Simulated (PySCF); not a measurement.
**r2SCAN/ANO-RCC-VDZP (sfX2C) run of AgH2BrO (SMILES [OH2+][Ag-][Br])**

Aim: the vertical singlet–triplet gap of AgH2BrO at r2SCAN/ANO-RCC-VDZP (sfX2C), from 2 runs. The job is set up through a Python script.

The calculation is run with PySCF 2.14.0.

### 1 The system as given

AgH2BrO has 5 atoms, charge 0, and is taken as a singlet. As SMILES, `[OH2+][Ag-][Br]`. The coordinates come from a PBE0-D4/def2-TZVP relaxation. This is one conformer, not always the lowest.

Bond lengths: O1–Ag2 2.234 Å, Ag2–Br3 2.393 Å, O1–H4 0.961 Å, O1–H5 0.961 Å. Angles: O1–Ag2–Br3 178.9°, Ag2–O1–H4 116.3°, Ag2–O1–H5 116.3°, H4–O1–H5 106.7°.

### 2 A single-point energy at r2SCAN/ANO-RCC-VDZP (sfX2C)

File run.py:

```python
from pyscf import gto, dft

molecule = gto.Mole()
molecule.atom = '''
O       -0.330700      -0.549800       1.024900
Ag       0.215600       0.694600      -0.747900
Br       0.814300       1.988000      -2.669600
H       -1.039000      -1.187100       0.896600
H        0.389700      -1.019400       1.454600
'''
molecule.basis = 'ano-rcc-vdzp'
molecule.verbose = 3
molecule.max_memory = 1860
molecule.charge = 0
molecule.build()

mf = dft.RKS(molecule, xc='r2scan')
mf = mf.x2c()
mf.conv_tol = 1e-10
mf.grids.level = 4
mf.kernel()
if not mf.converged:
    mf = mf.newton().run(mf.mo_coeff, mf.mo_occ)

e_tot = mf.e_tot
print('E = %.10f Eh' % e_tot)
```

Run with:

```console
$ OMP_NUM_THREADS=1 python run.py
```

Standard output:

```text
converged SCF energy = -7998.17373697738
E = -7998.1737369774 Eh
```

It took 52 s on 1 thread of Arm Neoverse V1, shared host; peak memory 0.5 GiB.

### 3 The triplet at the same level

File calc.py:

```python
from pyscf import gto, dft

mol = gto.M(
    atom='''
O     -0.624932    -1.038971     1.936780
Ag     0.407425     1.312604    -1.413326
Br     1.538804     3.756776    -5.044813
H     -1.963425    -2.243294     1.694328
H      0.736426    -1.926387     2.748796
''',
    verbose=3,
    spin=2,
    max_memory=1860,
    basis='ano-rcc-vdzp',
    charge=0,
    unit='bohr',
)

mf = dft.UKS(mol)
mf.xc = 'r2scan'
mf = mf.x2c()
mf.grids.level = 4
mf.conv_tol = 1e-10
mf.kernel()
if not mf.converged:
    mf = mf.newton().run(mf.mo_coeff, mf.mo_occ)

e_tot = mf.e_tot
print('E = %.10f Eh' % e_tot)
```

Run with:

```console
$ OMP_NUM_THREADS=1 python calc.py
```

Standard output:

```text
WARN: HOMO -0.0880232032677211 >= LUMO -0.234283049329258

WARN: HOMO -0.130190172943446 >= LUMO -0.17405688439034

WARN: HOMO -0.114019430710676 >= LUMO -0.265382623825766

WARN: HOMO -0.118898317686953 >= LUMO -0.238570479332826

WARN: HOMO -0.10769612336411 >= LUMO -0.246896978585117

WARN: HOMO -0.106598518633149 >= LUMO -0.251762125854269

WARN: HOMO -0.108267707323872 >= LUMO -0.252552990307521

WARN: HOMO -0.10779568292758 >= LUMO -0.251627267134626

WARN: HOMO -0.107753449166144 >= LUMO -0.25153259876171

WARN: HOMO -0.107738256012724 >= LUMO -0.251666939903879

WARN: HOMO -0.107672816323371 >= LUMO -0.251613618637306

WARN: HOMO -0.107622395028396 >= LUMO -0.251634447648885

WARN: HOMO -0.107593594510568 >= LUMO -0.251641828382216

WARN: HOMO -0.107543735577993 >= LUMO -0.251647154066005

WARN: HOMO -0.107546277170034 >= LUMO -0.251651270594811

WARN: HOMO -0.107543310913038 >= LUMO -0.251652797745619

WARN: HOMO -0.107541821321857 >= LUMO -0.251652774105559

WARN: HOMO -0.107541868344662 >= LUMO -0.251653006370613

WARN: HOMO -0.107542193652837 >= LUMO -0.251652919859261

converged SCF energy = -7998.02907600047  <S^2> = 2.0026928  2S+1 = 3.0017947
E = -7998.0290760005 Eh
```

Wall time 99 s (1 thread of Arm Neoverse V1, shared host); peak memory 0.52 GiB.

### 4 Results

At r2SCAN/ANO-RCC-VDZP (sfX2C):

```
                                        quantity           value
                           singlet: total energy  -7998.17374 Eh
                          singlet: dipole moment          8.62 D
                            singlet: HOMO energy        -5.65 eV
                            singlet: LUMO energy        -2.15 eV
                          singlet: HOMO–LUMO gap         3.50 eV
                           triplet: total energy  -7998.02908 Eh
                          triplet: dipole moment          2.67 D
     triplet: HOMO energy (highest over α and β)        -2.93 eV
                                   triplet: ⟨S²⟩           2.003
vertical energy of the triplet above the singlet        3.936 eV
```

What this shows: At this shape the triplet lies 3.94 eV (91 kcal/mol) above the singlet.
